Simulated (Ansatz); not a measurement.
# WC+ (octet): wave-function methods side by side, def2-TZVPP

One table from this session's results is given with a row withheld; the runs are named, their logs left out.

Method: def2-TZVPP, core rule «outside noble gas», up to 5 orbitals frozen; program: Ansatz 0.2.0, Gaussian basis.

The runs, in order: UHF; ROHF; CCSD(T) on UHF.

### What is computed

The geometry is a PBE0/def2-TZVP stationary point (not a proven minimum) of the parent state, kept for this charge and spin. No spin-orbit coupling is included. Elements past krypton take def2 core potentials.

2 atoms, charge 1, spin multiplicity 8.

Atoms are counted from 1 here; the program's logs count them from 0.

Bond lengths: W1–C2 1.923 Å.

Geometry (Å):

```
W     0.0000    0.0000    0.0000
C     0.0000    0.0000    1.9232
```

Set-up of the first run:

in.yaml reads:

```yaml
crystal:
  periodic: [false, false, false]
  atoms:
    - {symbol: W, position_ang: [0.000000, 0.000000, 0.000000]}
    - {symbol: C, position_ang: [0.000000, 0.000000, 1.923200]}
basis:
  gaussian: {orbitals: def2-TZVPP}
total_charge: 1
magnetization: {spin_polarized: true, initial_magnetization: 7}
hamiltonian: {xc: hf}
output: {orbitals: {seedname: orbitals}}
```

Started as:

```
> ansatz run in.yaml --threads 1 --pin off --events-out ev --progress --plain --max-ram 4096MiB --backend cpu
```

Among the steps run: UHF; ROHF; CCSD(T) on UHF.

One table of the session follows, with a row left open; its other results are not shown here.

It belongs to the step «Misses and costs». 

| method | from UCCSD(T) (kJ/mol) |
| --- | --- |
| ROHF | +488.2 |
| UHF | ? |
| UMP2 | +73.9 |
| UCCSD | +19.1 |
| UCCSD(T) | 0 |

Estimate the missing values for UHF.

As computed: from UCCSD(T) (kJ/mol): +473.0. In the column «from UCCSD(T) (kJ/mol)» it lies between UMP2 (+73.9) and ROHF (+488.2).
